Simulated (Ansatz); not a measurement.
# CHGe radical: geometry and frequencies at several levels

Aim: geometry and frequencies at several levels, for CHGe radical, with the cost of each level. Spin multiplicity 2.

Program: Ansatz 0.2.0. Level of theory: the levels named in each step. These are calculated values, not measurements.

## Step 1: The starting structure

Bond lengths: C1–Ge2 1.771 Å, C1–H3 1.073 Å. Angles: Ge2–C1–H3 180.0°.

As a file:

```xyz
3

C     0.0000    0.0000   -0.2328
Ge    0.0000    0.0000    1.5386
H     0.0000    0.0000   -1.3058
```

## Step 2: A rough first relaxation, PBE-D4/def2-SVP

input.yaml

```yaml
crystal:
  periodic: [false, false, false]
  atoms:
    - { symbol: C, position_ang: [0.0, 0.0, -0.2328] }
    - { symbol: Ge, position_ang: [0.0, 0.0, 1.53861] }
    - { symbol: H, position_ang: [0.0, 0.0, -1.30581] }
magnetization:
  spin_polarized: true
  initial_magnetization: 1
basis:
  gaussian: { orbitals: def2-SVP }
hamiltonian:
  xc: pbe
  dispersion: d4
relax:
  f_tol: 0.03
  max_steps: 200
```

Started as:

```console
ansatz run input.yaml --threads 1 --pin off --max-ram 2560MiB --backend cpu --events-out ev --progress --plain --runs-dir out
```

Further steps of the session: Relaxation, HF/STO-3G; Frequencies, HF/STO-3G; Relaxation, HF/def2-SVP; Frequencies, HF/def2-SVP; Relaxation, LDA/def2-SVP; Frequencies, LDA/def2-SVP; Relaxation, PBE-D4/def2-SVP; Frequencies, PBE-D4/def2-SVP; Relaxation, PBE0-D4/def2-TZVPP; Relaxation, MP2/def2-TZVPP; Frequencies, MP2/def2-TZVPP.

Q: Predict the outcome of this session. Wanted: C1–Ge2 at MP2/def2-TZVPP; frequencies at MP2/def2-TZVPP.

**Answer**, as computed:

| quantity | value |
| --- | --- |
| C1–Ge2 at MP2/def2-TZVPP | 1.698 Å |
| frequencies at MP2/def2-TZVPP | 697 to 3357 cm⁻¹ |

What this shows: The C–Ge distance spreads over 0.292 Å, from HF/STO-3G (shortest) to HF/def2-SVP. No mode is imaginary, so the geometry is a minimum. <S²> exceeds the pure value by up to 0.59: some mean fields break spin symmetry, which blurs their results.
